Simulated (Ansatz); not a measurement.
# BH4SSe: the cost of one run

All numbers below are computed with Ansatz 0.2.0 (RKS BHLYP-D4/def2-SVP).

### 1 The starting structure

Bond lengths: B1–Se2 1.852 Å, Se2–S3 2.344 Å, B1–H4 1.165 Å, B1–H5 1.163 Å, S3–H6 1.353 Å, S3–H7 1.352 Å. Angles: B1–Se2–S3 101.4°, Se2–B1–H4 115.9°, Se2–B1–H5 122.3°, H4–B1–H5 121.8°, Se2–S3–H6 99.2°, Se2–S3–H7 98.9°, H6–S3–H7 92.5°.

As a file:

```xyz
7

B    -1.4845    0.4555   -0.6342
Se   -0.6637   -0.5982    0.6490
S     1.6016   -0.2326    0.1697
H    -2.6489    0.4744   -0.6081
H    -0.8796    1.0675   -1.4161
H     1.9929    0.2902    1.3549
H     2.0822   -1.4569    0.4848
```

### 2 Relaxing end A

input.yaml reads:

```yaml
crystal:
  periodic: [false, false, false]
  atoms:
    - { symbol: B, position_ang: [-1.4845, 0.45551, -0.63417] }
    - { symbol: Se, position_ang: [-0.66367, -0.59818, 0.64896] }
    - { symbol: S, position_ang: [1.60157, -0.23264, 0.16966] }
    - { symbol: H, position_ang: [-2.64889, 0.47445, -0.60807] }
    - { symbol: H, position_ang: [-0.87955, 1.06749, -1.41605] }
    - { symbol: H, position_ang: [1.99288, 0.29023, 1.35491] }
    - { symbol: H, position_ang: [2.08216, -1.45686, 0.48475] }
total_charge: 1
basis:
  gaussian: { orbitals: def2-SVP }
hamiltonian:
  xc: { name: BHLYP }
  dispersion: d4
relax:
  f_tol: 0.02
  max_steps: 50
output:
  orbitals: {}
```

Launch:

```
> ansatz run input.yaml --threads 2 --pin off --max-ram 3072MiB --backend cpu --events-out ev --progress --plain --runs-dir out
```

Q: Estimate wall time and peak memory on 2 threads of Arm Neoverse V2, shared host.

About 21 s, with a peak of 0.17 GiB.
